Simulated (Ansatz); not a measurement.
**C₂H₆FISi: a ladder of functionals and wavefunction methods**

The task here is to estimate one member of a computed series from the others.

Computed with Ansatz 0.2.0, Gaussian basis. Level: functionals in def2-TZVPP, the program's frozen cores in correlated methods.

Plan: PBE-D4, r2SCAN-D4, PBE0-D4, B3LYP-D4, ωB97X-V, ωB97M-V, B2PLYP; CCSD(T)/def2-TZVPP; MP2/def2-QZVPP; extrapolation to the limit.

### Structure used throughout

All runs share one geometry, relaxed beforehand with PBE0-D4 in a triple-zeta def2 set. I takes the def2 core potential; no spin-orbit term is included.

SMILES `CC[SiH](F)I`, 11 atoms, charge 0, spin multiplicity 1.

Atoms are counted from 1 here; the program's logs count them from 0.

Bond lengths: C1–C2 1.525 Å, C1–H6 1.092 Å, C1–H7 1.092 Å, C1–H8 1.092 Å, C2–Si3 1.854 Å, C2–H9 1.096 Å, C2–H10 1.097 Å, Si3–F4 1.598 Å, Si3–I5 2.438 Å, Si3–H11 1.480 Å. Angles: C2–C1–H6 111.4°, C2–C1–H7 111.0°, C2–C1–H8 111.2°, H6–C1–H7 107.7°, H6–C1–H8 107.6°, H7–C1–H8 107.8°, C1–C2–Si3 115.1°, C1–C2–H9 111.0°, C1–C2–H10 110.8°, Si3–C2–H9 107.2°, Si3–C2–H10 106.1°, H9–C2–H10 106.2°, C2–Si3–F4 109.5°, C2–Si3–I5 110.9°, C2–Si3–H11 113.5°, F4–Si3–I5 107.5°, F4–Si3–H11 107.5°, I5–Si3–H11 107.8°.

As a file:

| atom | x (Å) | y (Å) | z (Å) |
| --- | --- | --- | --- |
| C1 | -0.9885 | 0.1781 | -1.0141 |
| C2 | 0.0730 | -0.6791 | -0.3318 |
| Si3 | 0.8227 | 0.0636 | 1.1928 |
| F4 | -0.3237 | 0.3387 | 2.2710 |
| I5 | 1.8839 | 2.1991 | 0.6873 |
| H6 | -1.8194 | 0.3940 | -0.3391 |
| H7 | -1.3958 | -0.3283 | -1.8917 |
| H8 | -0.5736 | 1.1333 | -1.3428 |
| H9 | 0.8959 | -0.9063 | -1.0189 |
| H10 | -0.3454 | -1.6463 | -0.0257 |
| H11 | 1.8364 | -0.8035 | 1.8336 |

Set-up of the first run:

Contents of in.yaml:

```yaml
crystal:
  periodic: [false, false, false]
  atoms:
    - {symbol: C, position_ang: [-0.988548, 0.178053, -1.014072]}
    - {symbol: C, position_ang: [0.072952, -0.679076, -0.331803]}
    - {symbol: Si, position_ang: [0.822734, 0.063583, 1.192796]}
    - {symbol: F, position_ang: [-0.323678, 0.338706, 2.270971]}
    - {symbol: I, position_ang: [1.883914, 2.199065, 0.687268]}
    - {symbol: H, position_ang: [-1.819364, 0.393978, -0.339084]}
    - {symbol: H, position_ang: [-1.395793, -0.328339, -1.891675]}
    - {symbol: H, position_ang: [-0.573611, 1.133252, -1.342841]}
    - {symbol: H, position_ang: [0.895867, -0.906301, -1.018860]}
    - {symbol: H, position_ang: [-0.345356, -1.646344, -0.025683]}
    - {symbol: H, position_ang: [1.836382, -0.803477, 1.833585]}
basis:
  gaussian: {orbitals: def2-TZVPP}
hamiltonian: {xc: pbe, dispersion: d4}
output: {forces: true, orbitals: {seedname: orbitals}}
```

Launch:

```bash
$ ansatz run in.yaml --threads 2 --pin off --events-out ev --progress --plain --max-ram 22528MiB --backend cpu
```

Among the steps run: PBE-D4 (GGA); r2SCAN-D4 (meta-GGA); PBE0-D4 (hybrid); B3LYP-D4 (hybrid); ωB97X-V (range-separated); ωB97M-V (range-separated); B2PLYP (double hybrid); CCSD(T) in def2-TZVPP; MP2 in def2-QZVPP.

One table of the session follows, with a row left open; its other results are not shown here.

It belongs to the step «Atomisation energies». 

| method | atomisation energy (kJ/mol) |
| --- | --- |
| PBE-D4 | 4095.1 |
| r2SCAN-D4 | ? |
| PBE0-D4 | 4049.9 |
| B3LYP-D4 | 4035.0 |
| ωB97X-V | 4057.3 |
| ωB97M-V | 4051.0 |
| B2PLYP | 4000.3 |
| HF/def2-TZVPP | 3063.6 |
| MP2/def2-TZVPP | 4024.7 |
| CCSD/def2-TZVPP | 3905.5 |
| CCSD(T)/def2-TZVPP | 3957.3 |
| MP2/CBS | 4133.7 |
| CCSD(T)/CBS | 4066.2 |

Q: Estimate the row for r2SCAN-D4 from the others.

As computed: atomisation energy (kJ/mol): 4058.6. In the column «atomisation energy (kJ/mol)» it lies between ωB97X-V (4057.3) and CCSD(T)/CBS (4066.2).

Limits of these values: Free atoms (2 C, 1 Si, 1 F, 1 I, 6 H) were run apart at each level; the atomisation energy is their sum less the molecule, without zero-point or spin-orbit terms.
